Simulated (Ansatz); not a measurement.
# GeH₂ (singlet): the correlation ladder at a displaced geometry (v1), cc-pVDZ

Aim: climb from Hartree-Fock through coupled cluster and multireference methods for GeH₂ (singlet) at one geometry and basis, and see what each rung misses.

Method: cc-pVDZ, core rule «outside noble gas», up to 14 orbitals frozen; program: Ansatz 0.2.0, Gaussian basis.

Plan: UHF; CCSD(T) on RHF; CCSD(T) on UHF; BCCD(T) on RHF; CISD; CCSDT(Q) on RHF; CCSDT(Q) on UHF; CCSDTQ on RHF; CASSCF and MRCISD+Q, 6 electrons in 6 orbitals; CASSCF and NEVPT4(SD), 6 electrons in 6 orbitals; CASSCF and NEVPT2, 6 electrons in 6 orbitals; Full CI.

15 further runs of the same task are left out: 1 for a mislabelled method, 5 that didn't finish, 9 set aside as unsound or not needed.

**1. The system**

The geometry is a PBE0/def2-TZVP stationary point (not a proven minimum) with its atoms shifted at random (size 0.040 Å). No spin-orbit coupling is included. The filled d shell of Ge may be among the frozen orbitals whatever the setting's name suggests; the logs give the count.

3 atoms, charge 0, spin multiplicity 1.

Atoms are counted from 1 here; the program's logs count them from 0.

Bond lengths: Ge1–H2 1.591 Å, Ge1–H3 1.588 Å. Angles: H2–Ge1–H3 88.9°.

**2. UHF**

The input, in.yaml:

```yaml
crystal:
  periodic: [false, false, false]
  atoms:
    - {symbol: Ge, position_ang: [-0.000625, -0.030630, 0.000876]}
    - {symbol: H, position_ang: [-0.001458, 1.074077, -1.143765]}
    - {symbol: H, position_ang: [0.046506, 1.133381, 1.080604]}
basis:
  gaussian: {orbitals: cc-pVDZ}
magnetization: {spin_polarized: true, initial_magnetization: 0}
hamiltonian: {xc: hf}
output: {orbitals: {seedname: orbitals}}
```

The run is started by

```
ansatz run in.yaml --threads 1 --pin off --events-out ev --progress --plain --max-ram 2393MiB
```

Further steps of the session: CCSD(T) on RHF; CCSD(T) on UHF; BCCD(T) on RHF; CISD; CCSDT(Q) on RHF; CCSDT(Q) on UHF; CCSDTQ on RHF; CASSCF and MRCISD+Q, 6 electrons in 6 orbitals; CASSCF and NEVPT4(SD), 6 electrons in 6 orbitals; CASSCF and NEVPT2, 6 electrons in 6 orbitals; Full CI.

**Question.** What will the summary of the whole plan be? Wanted: FCI below the RHF energy; RMP2 from FCI; RCCSD from FCI; RCCSD(T) from FCI; RCCSDT(Q) from FCI; NEVPT2 valence from FCI; NEVPT4(SD) valence from FCI; MRCISD+Q valence from FCI; T1 diagnostic.

**Answer**, as computed:

| quantity | value |
| --- | --- |
| FCI below the RHF energy | -3.0679 eV |
| RMP2 from FCI | +787.4 meV |
| RCCSD from FCI | +70.8 meV |
| RCCSD(T) from FCI | +16.6 meV |
| RCCSDT(Q) from FCI | +0.6 meV |
| NEVPT2 valence from FCI | +531.3 meV |
| NEVPT4(SD) valence from FCI | +79.7 meV |
| MRCISD+Q valence from FCI | +2.3 meV |
| levels within 1 kcal/mol (43 meV) | RCCSD(T), BCCD(T), RCCSDT, RCCSDT(Q), RCCSDTQ, MRCISD+Q valence |
| T1 diagnostic | 0.013 |
| effectively unpaired electrons | 0.07 |

RCCSD(T) misses by +16.6 meV, 0.5 % of the correlation energy. One determinant dominates. Of the multireference levels listed MRCISD+Q valence comes nearest in total energy (+2.3 meV), which doesn't show that its space is the better one. These misses are within one basis, not against nature.
